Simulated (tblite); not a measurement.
# C8H15BO: the cost of one run

Programs: tblite 0.8.0 and PySCF 2.14.0, with density-fitted response routines of our own. Each step states its level of theory. These are calculated values for one molecule in the gas phase, unless marked as measured. Atoms are numbered from 0 throughout.

**1. The starting structure**

25 atoms, charge 0, multiplicity 1; geometry from: force field or distance geometry start.

Bonds of the start (Å): C0–C1 1.20, C1–C2 1.48, C2–C3 1.55, C3–C4 1.56, C3–C5 1.54, C3–C6 1.55, C6–O7 1.42, O7–B8 1.47, B8–C9 1.59, C0–H10 1.06, C2–H11 1.10, C2–H12 1.12, C4–H13 1.11, C4–H14 1.10, C4–H15 1.11, C5–H16 1.11, C5–H17 1.11, C5–H18 1.11, C6–H19 1.11, C6–H20 1.11, B8–H21 1.17, C9–H22 1.11, C9–H23 1.10, C9–H24 1.11.

**2. Geometry optimisation with GFN2-xTB**

What the job is given:

```
{"job": {"kind": "relax", "xc": "GFN2-xTB", "basis": "xTB"}, "charge": 0, "multiplicity": 1}
C     -1.781300     2.515300     0.607100
C     -1.705300     1.328400     0.736200
C     -1.579200    -0.137600     0.918600
C     -0.832200    -0.821900    -0.261000
C     -0.739300    -2.341700     0.060500
C     -1.616400    -0.649100    -1.576500
C      0.599900    -0.249100    -0.423900
O      1.321500    -0.362000     0.796400
B      2.648400     0.244600     0.625800
C      2.863000     1.776400     0.990100
H     -1.870600     3.564600     0.484600
H     -1.074300    -0.332000     1.880600
H     -2.620100    -0.549700     1.013200
H     -1.748700    -2.785200     0.143400
H     -0.198800    -2.510400     1.008100
H     -0.201600    -2.873000    -0.746700
H     -1.673100     0.427400    -1.853200
H     -1.109500    -1.196500    -2.403300
H     -2.646100    -1.040800    -1.470400
H      0.524100     0.817500    -0.731700
H      1.115100    -0.808500    -1.229100
H      3.551000    -0.403900     0.248600
H      1.919500     2.233600     1.346500
H      3.621100     1.853000     1.788500
H      3.222000     2.324900     0.088500
```

On the command line:

```bash
$ OMP_NUM_THREADS=1 python probes_run.py task.json out
```

One launch serves the whole session: the jobs run in the order shown.

**Question.** How long does this first job take on 1 thread of Arm Neoverse N1, shared host, and how much memory does it need?

About 2.2 s, with a peak of 0.18 GiB.
